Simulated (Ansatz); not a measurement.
Born–Oppenheimer molecular dynamics of a periodic cell of 22 atoms, RbMnH4Cl3O2 (host RbMnH4Cl3O2, host structure P-1). It goes on from the last frame of an earlier run, with new velocities.

Level of theory: Ansatz, DFT LDA, scalar-relativistic, plane waves, PAW. Settings: cutoff 420 eV, k mesh 2x1x1, fermi-dirac smearing 0.05 eV, spin collinear.

- ensemble: NVE (velocity Verlet)
- time step: 0.75 fs
- steps asked: 110
- starting velocities drawn for: 1170 K
- seed: 663388

Frames 7.5 fs apart, positions in Å, forces in eV/Å.

Velocities at 0.0 fs (Å/ps):

```
Rb -1.19 -1.04 2.37
Rb 1.18 -2.85 -2.16
Mn 9.28 -0.12 0.49
Mn -1.05 0.64 1.62
H -28.25 64.94 42.64
H 11.71 -25.09 6.82
H -20.27 -12.58 13.21
H -20.76 6.32 -6.44
H -36.24 23.55 -45.31
H -24.45 28.34 -45.49
H 28.52 4.29 0.65
H -34.17 36.63 -10.83
Cl -0.51 7.66 -4.47
Cl -5.01 -0.83 2.64
Cl -7.39 0.45 7.76
Cl -5.06 -4.69 -0.51
Cl 1.89 0.79 -6.98
Cl 6.38 -0.36 -2.29
O -6.76 -13.01 0.88
O 13.99 9.53 -16.79
O -0.65 16.16 11.13
O -5.46 -8.30 7.78
```

```xyz
22
Lattice="6.6352 0.0000 0.0000 -2.7525 6.7784 0.0000 -2.7180 -1.3175 8.4642" Properties=species:S:1:pos:R:3:forces:R:3 time_fs=0.0 energy_less_start_eV=0.000 T=1170
Rb -1.213 6.139 1.845 -0.79 0.01 0.33
Rb 2.388 -0.503 6.665 -0.04 -0.50 0.39
Mn 4.905 1.733 2.617 0.07 -0.12 1.26
Mn -3.508 3.624 6.122 -1.18 0.12 -0.74
H 1.119 3.151 4.350 0.56 0.19 -0.45
H -0.124 1.502 4.925 1.17 0.74 0.30
H 2.372 4.210 3.949 -0.92 -0.72 -0.18
H -1.254 0.594 5.022 -0.90 -0.88 0.24
H 3.334 2.334 0.412 0.25 0.09 0.77
H -1.371 2.800 6.564 1.77 -0.02 -0.14
H 4.657 3.070 0.531 0.48 0.56 -0.10
H -2.056 2.310 8.030 -0.31 0.31 -1.97
Cl -1.836 3.855 3.836 -0.60 0.77 1.03
Cl 3.023 1.187 4.520 -0.16 0.13 -0.94
Cl 1.509 6.623 1.460 1.02 -0.70 -0.30
Cl -0.948 -0.724 6.564 0.15 -1.00 0.44
Cl 0.106 3.140 1.560 0.70 -0.26 -0.74
Cl 0.986 2.498 6.870 -0.11 0.01 0.39
O 1.740 3.853 4.640 0.63 1.45 -0.27
O -0.784 1.109 4.346 0.57 -0.07 -0.85
O 4.023 2.592 1.090 -1.61 0.46 -1.50
O -2.178 2.472 6.959 -0.76 -0.57 3.05
22
Lattice="6.6352 0.0000 0.0000 -2.7525 6.7784 0.0000 -2.7180 -1.3175 8.4642" Properties=species:S:1:pos:R:3:forces:R:3 time_fs=7.5 energy_less_start_eV=0.349 T=1048
Rb -1.225 6.131 1.863 -0.97 0.11 0.23
Rb 2.397 -0.526 6.650 -0.07 -0.49 0.53
Mn 4.974 1.732 2.625 -0.59 0.43 0.09
Mn -3.522 3.630 6.130 -1.40 0.23 -0.94
H 0.742 3.409 4.435 2.54 1.05 0.57
H 0.054 1.384 4.878 -0.02 0.00 -0.13
H 2.145 4.056 3.768 -0.92 -0.53 1.43
H -1.354 0.686 4.742 -0.54 -0.53 0.74
H 3.368 2.618 0.492 -3.62 -0.67 -3.40
H -1.494 2.795 6.515 2.16 0.24 -0.23
H 4.767 3.084 0.689 0.90 0.66 -0.54
H -2.203 2.605 8.042 0.50 -0.71 -1.38
Cl -1.844 3.918 3.811 -0.39 0.36 1.18
Cl 2.986 1.181 4.533 0.44 0.10 -1.00
Cl 1.462 6.621 1.516 1.26 -0.34 -0.30
Cl -0.985 -0.766 6.562 0.26 -0.86 0.22
Cl 0.125 3.144 1.503 0.53 -0.16 -0.47
Cl 1.032 2.495 6.856 -0.28 -0.06 0.59
O 1.708 3.790 4.662 -1.61 0.50 -3.07
O -0.675 1.167 4.241 1.25 -0.08 0.06
O 3.993 2.724 1.127 2.28 0.63 3.56
O -2.215 2.417 7.006 -1.70 0.12 2.26
22
Lattice="6.6352 0.0000 0.0000 -2.7525 6.7784 0.0000 -2.7180 -1.3175 8.4642" Properties=species:S:1:pos:R:3:forces:R:3 time_fs=15.0 energy_less_start_eV=0.257 T=1078
Rb -1.243 6.124 1.883 -1.03 0.19 0.10
Rb 2.405 -0.552 6.639 -0.12 -0.46 0.66
Mn 5.037 1.736 2.634 -1.08 1.02 -0.98
Mn -3.549 3.637 6.129 -0.58 0.09 -1.09
H 0.606 3.780 4.627 2.40 -0.17 0.35
H 0.255 1.268 4.780 -1.10 -0.03 -0.59
H 1.827 3.805 3.668 0.53 0.04 -0.07
H -1.387 0.748 4.559 1.51 0.43 0.40
H 3.291 2.878 0.475 -0.50 -0.02 -0.91
H -1.253 2.545 6.758 -1.76 -0.68 0.10
H 4.845 3.205 0.809 -0.89 -0.11 -0.07
H -2.130 2.615 7.955 -0.19 0.19 3.44
Cl -1.859 3.986 3.805 -0.14 -0.04 1.26
Cl 2.955 1.178 4.531 0.72 0.14 -0.93
Cl 1.434 6.615 1.568 1.42 0.02 -0.26
Cl -1.018 -0.822 6.565 0.27 -0.58 0.19
Cl 0.151 3.145 1.440 0.33 -0.29 0.02
Cl 1.073 2.491 6.851 -0.73 -0.11 0.73
O 1.667 3.759 4.635 -3.16 0.80 -1.45
O -0.548 1.207 4.154 0.12 -1.15 1.45
O 3.958 2.871 1.161 1.44 0.22 1.06
O -2.258 2.387 7.060 2.55 0.49 -3.42
22
Lattice="6.6352 0.0000 0.0000 -2.7525 6.7784 0.0000 -2.7180 -1.3175 8.4642" Properties=species:S:1:pos:R:3:forces:R:3 time_fs=22.5 energy_less_start_eV=0.284 T=1070
Rb -1.267 6.118 1.904 -0.91 0.29 0.01
Rb 2.412 -0.581 6.631 -0.22 -0.37 0.65
Mn 5.090 1.750 2.633 -1.57 1.09 -1.06
Mn -3.580 3.644 6.118 0.27 -0.72 -1.20
H 0.765 4.003 4.908 -2.51 0.34 -0.13
H 0.390 1.209 4.679 0.19 0.57 -0.77
H 1.708 3.611 3.643 -0.31 -0.07 -2.15
H -1.098 0.797 4.738 0.67 0.31 -0.96
H 3.294 3.148 0.344 1.58 -0.59 2.27
H -1.300 2.031 6.945 -1.57 0.93 -0.16
H 4.782 3.387 0.785 -1.04 -0.60 0.79
H -2.269 2.393 8.174 -0.27 -0.22 -1.46
Cl -1.876 4.053 3.818 -0.17 -0.41 1.21
Cl 2.934 1.176 4.515 0.56 0.23 -0.82
Cl 1.428 6.608 1.615 1.46 0.32 -0.23
Cl -1.046 -0.885 6.570 0.18 0.02 0.14
Cl 0.184 3.143 1.376 0.28 -0.34 0.51
Cl 1.103 2.486 6.857 -0.65 -0.13 0.78
O 1.590 3.756 4.561 2.84 0.17 1.58
O -0.418 1.218 4.085 -0.12 -1.58 2.79
O 3.927 3.018 1.212 -0.38 0.93 -2.85
O -2.254 2.388 7.104 1.69 -0.18 1.07
22
Lattice="6.6352 0.0000 0.0000 -2.7525 6.7784 0.0000 -2.7180 -1.3175 8.4642" Properties=species:S:1:pos:R:3:forces:R:3 time_fs=30.0 energy_less_start_eV=-0.029 T=1184
Rb -1.297 6.114 1.925 -0.71 0.39 -0.15
Rb 2.418 -0.612 6.628 -0.34 -0.36 0.49
Mn 5.128 1.773 2.623 -1.34 0.78 -0.42
Mn -3.611 3.645 6.095 0.31 -1.32 -1.19
H 0.720 4.075 4.772 -3.11 0.96 1.02
H 0.662 1.398 4.326 0.28 0.07 0.22
H 1.388 3.533 3.553 0.48 0.06 -0.25
H -0.745 0.788 4.801 -0.40 -0.80 1.17
H 3.290 3.225 0.374 1.59 -0.23 1.97
H -1.559 1.754 6.915 0.62 -0.22 -0.50
H 4.750 3.517 0.906 0.01 -0.03 -0.13
H -2.631 1.997 8.061 0.88 0.87 -1.22
Cl -1.895 4.115 3.849 0.02 -0.68 1.26
Cl 2.922 1.179 4.485 0.37 0.29 -0.72
Cl 1.444 6.607 1.659 1.34 0.50 -0.21
Cl -1.072 -0.948 6.578 0.14 0.51 0.21
Cl 0.221 3.134 1.321 -0.13 -0.70 1.14
Cl 1.125 2.479 6.875 -0.32 -0.01 0.62
O 1.538 3.771 4.491 2.59 -0.56 -1.36
O -0.276 1.194 4.075 0.67 0.30 -0.99
O 3.898 3.173 1.249 -1.37 -0.11 -1.58
O -2.224 2.402 7.163 -1.58 0.28 0.62
22
Lattice="6.6352 0.0000 0.0000 -2.7525 6.7784 0.0000 -2.7180 -1.3175 8.4642" Properties=species:S:1:pos:R:3:forces:R:3 time_fs=37.5 energy_less_start_eV=0.170 T=1110
Rb -1.331 6.113 1.945 -0.46 0.49 -0.26
Rb 2.422 -0.646 6.628 -0.36 -0.37 0.32
Mn 5.153 1.805 2.609 -0.89 0.37 0.27
Mn -3.640 3.633 6.059 -0.04 -1.35 -1.36
H 0.528 4.085 4.593 0.98 -0.29 0.33
H 0.797 1.557 4.021 0.21 -0.30 0.86
H 1.252 3.518 3.431 1.31 0.52 1.31
H -0.285 0.681 4.888 0.04 -0.50 0.86
H 3.366 3.219 0.507 -1.16 -0.25 -2.07
H -1.776 1.716 6.753 1.47 -1.12 -1.54
H 4.731 3.599 1.015 1.61 0.47 -0.86
H -2.739 1.903 7.788 -1.56 -0.90 2.29
Cl -1.914 4.166 3.900 0.17 -0.84 1.31
Cl 2.917 1.185 4.445 0.57 0.38 -0.49
Cl 1.480 6.613 1.699 1.14 0.58 -0.25
Cl -1.096 -1.003 6.588 0.21 0.86 0.27
Cl 0.256 3.115 1.282 -0.41 -0.82 1.47
Cl 1.143 2.472 6.902 -0.06 0.00 0.39
O 1.482 3.800 4.405 -2.37 0.17 -2.13
O -0.115 1.163 4.075 -0.30 0.72 -1.89
O 3.870 3.323 1.290 -0.20 -0.66 3.17
O -2.215 2.411 7.206 0.12 2.81 -1.99
22
Lattice="6.6352 0.0000 0.0000 -2.7525 6.7784 0.0000 -2.7180 -1.3175 8.4642" Properties=species:S:1:pos:R:3:forces:R:3 time_fs=45.0 energy_less_start_eV=0.146 T=1118
Rb -1.369 6.115 1.963 -0.25 0.52 -0.34
Rb 2.424 -0.681 6.630 -0.25 -0.32 0.30
Mn 5.169 1.840 2.597 -0.42 0.26 0.46
Mn -3.668 3.608 6.011 -0.13 -0.85 -1.26
H 0.398 4.033 4.591 2.09 -0.85 -1.86
H 0.976 1.604 4.055 -1.21 -0.25 -0.28
H 1.601 3.589 3.334 -1.11 0.68 1.12
H 0.257 0.602 4.877 -1.26 0.16 -0.72
H 3.467 3.254 0.526 -1.85 -0.66 -2.17
H -1.892 1.875 6.449 -0.07 -0.26 0.36
H 4.732 3.651 0.964 0.44 0.12 0.42
H -2.820 1.951 7.799 0.19 -0.50 0.33
Cl -1.931 4.204 3.970 0.19 -0.93 1.28
Cl 2.919 1.198 4.398 0.71 0.43 -0.19
Cl 1.534 6.627 1.735 0.93 0.60 -0.25
Cl -1.117 -1.046 6.603 0.23 0.73 0.32
Cl 0.283 3.084 1.265 -0.70 -0.79 1.26
Cl 1.159 2.465 6.935 -0.09 -0.11 0.22
O 1.390 3.841 4.292 -0.84 0.26 0.65
O 0.036 1.135 4.054 1.74 0.38 0.45
O 3.849 3.458 1.357 1.63 0.06 1.92
O -2.213 2.427 7.197 0.04 1.29 -2.03
22
Lattice="6.6352 0.0000 0.0000 -2.7525 6.7784 0.0000 -2.7180 -1.3175 8.4642" Properties=species:S:1:pos:R:3:forces:R:3 time_fs=52.5 energy_less_start_eV=-0.165 T=1236
Rb -1.408 6.120 1.980 -0.08 0.56 -0.36
Rb 2.424 -0.719 6.633 -0.20 -0.30 0.11
Mn 5.180 1.879 2.590 -0.55 0.03 0.61
Mn -3.697 3.574 5.950 -0.21 -0.67 -0.73
H 0.290 3.804 4.102 1.67 0.31 0.47
H 0.994 1.704 4.013 0.52 0.03 0.50
H 1.637 3.848 3.297 0.46 0.14 -0.89
H 0.314 0.428 4.782 -0.48 1.54 -1.41
H 3.351 3.276 0.521 1.27 0.95 1.96
H -2.036 1.934 6.266 -0.21 0.49 1.92
H 4.795 3.703 1.050 -1.38 -0.26 0.28
H -2.689 1.890 7.895 1.27 1.11 -1.62
Cl -1.944 4.229 4.060 0.25 -0.88 0.92
Cl 2.933 1.217 4.348 1.31 0.49 0.08
Cl 1.602 6.651 1.768 0.73 0.47 -0.29
Cl -1.134 -1.077 6.622 0.27 0.59 0.22
Cl 0.301 3.041 1.267 -0.66 -0.58 0.92
Cl 1.172 2.456 6.972 -0.13 -0.15 0.10
O 1.321 3.886 4.203 -2.02 -0.24 0.60
O 0.203 1.117 4.025 -1.47 -1.19 0.30
O 3.847 3.577 1.422 0.51 -1.22 -2.25
O -2.218 2.474 7.132 -0.86 -1.21 -1.45
22
Lattice="6.6352 0.0000 0.0000 -2.7525 6.7784 0.0000 -2.7180 -1.3175 8.4642" Properties=species:S:1:pos:R:3:forces:R:3 time_fs=60.0 energy_less_start_eV=-0.395 T=1321
Rb -1.447 6.128 1.994 0.07 0.52 -0.29
Rb 2.422 -0.759 6.638 -0.26 -0.24 -0.03
Mn 5.186 1.917 2.588 -0.49 0.10 0.75
Mn -3.728 3.534 5.882 -0.20 -0.41 -0.57
H 0.413 3.686 3.788 -3.37 -0.86 -0.46
H 1.073 1.709 4.161 0.80 0.21 0.65
H 1.664 4.175 3.300 1.34 0.66 -1.45
H 0.168 0.405 4.659 0.24 1.01 -0.39
H 3.243 3.444 0.628 2.01 0.69 1.93
H -2.088 1.815 6.317 0.11 1.20 0.63
H 4.793 3.736 1.094 -1.13 -0.21 -0.19
H -2.305 1.938 7.840 -0.20 1.01 -0.12
Cl -1.955 4.240 4.164 0.08 -0.69 0.59
Cl 2.967 1.244 4.299 1.62 0.50 0.31
Cl 1.681 6.682 1.796 0.53 0.19 -0.33
Cl -1.147 -1.099 6.646 0.21 0.43 0.13
Cl 0.309 2.989 1.283 -0.48 -0.35 0.53
Cl 1.184 2.445 7.010 -0.17 -0.12 -0.02
O 1.243 3.926 4.106 2.36 0.48 2.26
O 0.333 1.109 3.966 -2.94 -1.02 -0.78
O 3.860 3.670 1.483 -0.43 -1.10 -1.93
O -2.236 2.538 7.023 0.30 -2.01 -1.21
22
Lattice="6.6352 0.0000 0.0000 -2.7525 6.7784 0.0000 -2.7180 -1.3175 8.4642" Properties=species:S:1:pos:R:3:forces:R:3 time_fs=67.5 energy_less_start_eV=-0.598 T=1390
Rb -1.486 6.140 2.006 0.26 0.41 -0.23
Rb 2.419 -0.800 6.642 -0.22 -0.15 -0.08
Mn 5.188 1.957 2.594 -0.31 0.39 0.66
Mn -3.762 3.490 5.808 -0.34 0.08 -0.56
H 0.374 3.634 3.661 -1.28 -0.28 -1.10
H 1.155 1.535 4.455 -0.59 -0.01 -1.45
H 1.745 4.518 3.410 -0.80 -0.36 -0.33
H 0.037 0.562 4.585 -0.93 -0.88 0.44
H 3.310 3.668 0.767 -1.38 -0.25 -0.50
H -1.980 1.860 6.325 0.60 -1.01 -0.70
H 4.669 3.728 0.979 1.36 0.01 -0.30
H -2.090 2.321 7.792 0.03 -0.60 2.00
Cl -1.964 4.240 4.277 0.14 -0.51 0.15
Cl 3.024 1.278 4.254 1.39 0.43 0.48
Cl 1.768 6.715 1.820 0.35 -0.14 -0.37
Cl -1.157 -1.115 6.671 0.15 0.16 0.06
Cl 0.308 2.931 1.307 -0.49 -0.13 0.00
Cl 1.194 2.432 7.047 -0.20 -0.15 -0.04
O 1.183 3.971 4.004 2.71 1.03 2.04
O 0.398 1.109 3.877 -0.39 1.03 0.73
O 3.882 3.742 1.544 0.30 -0.44 0.44
O -2.247 2.575 6.893 -0.36 1.39 -1.34
```

Of the whole run (82 fs, mean temperature of the second half 1279 K): The conserved energy stayed within 0.94 meV per atom of its start (net change 0.41 meV per atom), so the integration is sound. A run of 0.083 ps of so small a system gives no equilibrium averages. No Hubbard correction was used and the magnetic state wasn't searched. Limits of this set-up: coarse k mesh.

Time of the run: 12 min on 1 CPU thread of a shared host.
